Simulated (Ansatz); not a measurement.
# P2C2O: the cost of one run

Program: Ansatz 0.2.0. Level of theory: DFT PBE+D3(BJ), scalar-relativistic, plane waves, PAW. These are calculated values, not measurements.

### 1 Starting point

It takes space group Immm (No. 71, orthorhombic). Conventional cell: a = 3.867 Å, b = 5.089 Å, c = 7.471 Å, α = 90.00°, β = 90.00°, γ = 90.00°. Around P (site symmetry m2m) lie 1 P at 2.15 Å and 2 O at 2.43 Å. C (site symmetry mm2) is surrounded by 6 P at 2.66 to 2.68 Å and 4 O at 2.94 to 2.96 Å and 1 C at 3.03 Å. O (site symmetry mmm) has 4 P at 2.43 Å as nearest neighbours.

Coordinates:

```
CELL_PARAMETERS angstrom
-1.93330 2.54429 3.73545
1.93330 -2.54429 3.73545
1.93330 2.54429 -3.73545
ATOMIC_POSITIONS crystal
P 0.71090 0.50000 0.21090
P 0.28910 0.50000 0.78910
C 0.29729 0.79729 0.50000
C 0.70271 0.20271 0.50000
O 0.00000 0.00000 0.00000
```

The cell is invented: species swapped into a database cell of Dy2Ni2Sn (Immm, No. 71), with C on the Dy sites, P on the Ni sites and O on the Sn sites. Lengths come from tabulated atomic sizes and are only a guess.

### 2 Probe: one point on a coarse mesh

input.yaml reads:

```yaml
crystal:
  lattice:
    - [-1.93329982, 2.54429015, 3.73545091]
    - [1.93329982, -2.54429015, 3.73545091]
    - [1.93329982, 2.54429015, -3.73545091]
  atoms:
    - { symbol: P, position: [0.71090166, 0.5, 0.21090166] }
    - { symbol: P, position: [0.28909834, 0.5, 0.78909834] }
    - { symbol: C, position: [0.29728633, 0.79728633, 0.5] }
    - { symbol: C, position: [0.70271367, 0.20271367, 0.5] }
    - { symbol: O, position: [0.0, 0.0, 0.0] }
basis:
  ecutwfc: 420
kpoints:
  mp_grid: { grid: [6, 6, 6] }
hamiltonian:
  xc: pbe
  dispersion: d3bj
scf:
  occupations: { method: gaussian, width: 0.1 }
  lower_state_search: "off"
output:
  forces: true
  stress: true
  eigenvalues: true
```

Started as:

```bash
ansatz run input.yaml --threads 1 --pin off --max-ram 2560MiB --backend cpu --events-out ev --progress --plain --runs-dir out
```

Q: Estimate wall time and peak memory on 1 thread of Arm Neoverse N1, shared host.

About 7 s, with a peak of 0.35 GiB.
